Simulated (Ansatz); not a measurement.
Relaxation of a periodic cell of 17 atoms, HC₁₆ (host C, host structure diamond, interstitial H), cell charge +1, to a largest force component of 0.03 eV/Å in at most 60 steps.

All numbers below come from DFT LDA, scalar-relativistic, plane waves, PAW (Ansatz 0.2.0). Settings: PAW set soft_1, cutoff 420 eV, k mesh 3x3x3, fermi-dirac smearing 0.02 eV, no spin polarisation.

```xyz
17
Lattice="0.0000 3.5700 3.5700 3.5700 0.0000 3.5700 3.5700 3.5700 0.0000" Properties=species:S:1:pos:R:3
C 0.000 0.000 0.000
C 0.892 0.892 0.892
C 1.785 1.785 0.000
C 2.678 2.678 0.892
C 1.785 0.000 1.785
C 2.678 0.892 2.678
C 3.570 1.785 1.785
C 4.463 2.678 2.678
C 0.000 1.785 1.785
C 0.892 2.678 2.678
C 1.785 3.570 1.785
C 2.678 4.463 2.678
C 1.785 1.785 3.570
C 2.678 2.678 4.463
C 3.570 3.570 3.570
C 4.463 4.463 4.463
H 3.610 3.605 1.815
```

Problem. Where does it end, and by what steps?

Solution. The run converged. The force dipped under the threshold on the way, but the program's further checks kept it going. Limits of this set-up: PAW files made for another functional, charged cell in a uniform background, uncorrected. After 11 steps the energy has fallen by 0.826 eV; H17 moved furthest, 0.78 Å. Joined: C2–H17, C5–H17.

```
step  energy less start (eV)  largest force component (eV/Å)  accepted
   0                  0.0000                           1.275       yes
   1                 -0.1018                           0.402       yes
   2                 -0.1337                           0.361       yes
   3                 -0.2102                           0.615       yes
   4                 -0.4171                           0.803       yes
   5                 -0.5401                           0.781       yes
   6                 -0.7531                           0.548       yes
   7                 -0.6739                           2.523        no
   8                 -0.7934                           0.322       yes
   9                 -0.8201                           0.120       yes
  10                 -0.8259                           0.014       yes
  11                 -0.8259                           0.014       yes
```

```xyz
17
Lattice="0.0000 3.5700 3.5700 3.5700 0.0000 3.5700 3.5700 3.5700 0.0000" Properties=species:S:1:pos:R:3
C -0.047 -0.026 -0.017
C 0.797 0.924 0.809
C 1.767 1.761 0.013
C 2.645 2.659 0.902
C 1.821 -0.077 1.831
C 2.645 0.873 2.676
C 3.538 1.755 1.782
C 4.425 2.612 2.709
C -0.078 1.802 1.775
C 0.848 2.660 2.662
C 1.741 3.549 1.779
C 2.625 4.439 2.674
C 1.727 1.757 3.555
C 2.617 2.654 4.433
C 3.525 3.547 3.576
C 4.420 4.436 4.458
H 4.294 3.980 1.898
```

Whether the end is a true minimum wasn't checked by a vibrational analysis.

Run time: 40 s on 1 thread of Arm Neoverse V2 (shared host), peak memory 0.3 GiB.
